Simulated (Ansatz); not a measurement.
# ClF2H4NOTi: the cost of one run

Method: RKS B3LYP-D4/def2-SVP, in Ansatz 0.2.0.

**1. The starting structure**

Bond lengths: Ti1–N2 2.410 Å, N2–H3 1.060 Å, N2–H4 1.060 Å, Ti1–F5 1.830 Å, Ti1–Cl6 2.368 Å, Ti1–F7 1.829 Å, Ti1–O8 2.220 Å, O8–H9 1.010 Å. Angles: Ti1–N2–H3 120.0°, Ti1–N2–H4 120.0°, H3–N2–H4 120.0°, N2–Ti1–F5 109.4°, N2–Ti1–Cl6 109.5°, N2–Ti1–F7 109.5°, N2–Ti1–O8 71.6°, F5–Ti1–Cl6 109.5°, F5–Ti1–F7 109.5°, F5–Ti1–O8 75.6°, Cl6–Ti1–F7 109.5°, Cl6–Ti1–O8 64.5°, F7–Ti1–O8 173.5°, Ti1–O8–H9 109.5°.

As a file:

```xyz
10

Ti    0.0000    0.0000    0.0000
N     0.0000    0.0000    2.4100
H    -0.8770   -0.2713    2.9400
H     0.8770    0.2713    2.9400
F     1.7257    0.0000   -0.6094
Cl   -1.1163    1.9339   -0.7892
F    -0.8619   -1.4933   -0.6094
O     0.8322    1.9354    0.7000
H     1.6233    1.7635    1.3040
H     0.5284    1.2288    1.9025
```

**2. Pulling towards end A**

Springs on the bonds that form and break draw the guess towards this end; the thresholds are loose.

input.yaml

```yaml
crystal:
  periodic: [false, false, false]
  atoms:
    - { symbol: Ti, position_ang: [0.0, 0.0, 0.0] }
    - { symbol: "N", position_ang: [0.0, 0.0, 2.41] }
    - { symbol: H, position_ang: [-0.877, -0.2713, 2.94] }
    - { symbol: H, position_ang: [0.877, 0.2713, 2.94] }
    - { symbol: F, position_ang: [1.7257, 0.0, -0.6094] }
    - { symbol: Cl, position_ang: [-1.1163, 1.9339, -0.7892] }
    - { symbol: F, position_ang: [-0.8619, -1.4933, -0.6094] }
    - { symbol: O, position_ang: [0.8322, 1.9354, 0.7] }
    - { symbol: H, position_ang: [1.6233, 1.7635, 1.304] }
    - { symbol: H, position_ang: [0.5284, 1.2288, 1.9025] }
basis:
  gaussian: { orbitals: def2-SVP }
hamiltonian:
  xc: b3lyp
  dispersion: d4
relax:
  f_tol: 0.15
  max_steps: 25
  restrain:
    - { distance: [0, 7], at: 3.12, k: 30.0 }
    - { distance: [9, 1], at: 2.26, k: 30.0 }
    - { distance: [0, 1], at: 2.06, k: 30.0 }
    - { distance: [9, 7], at: 1.01, k: 30.0 }
```

Run with:

```sh
$ ansatz run input.yaml --threads 4 --pin off --max-ram 5120MiB --backend cpu --events-out ev --progress --plain --runs-dir out
```

Q: Estimate wall time and peak memory on 4 threads of Intel Xeon Platinum 8259CL at 2.50GHz (Skylake/Cascade Lake), shared host.

About 70 s, with a peak of 0.38 GiB.
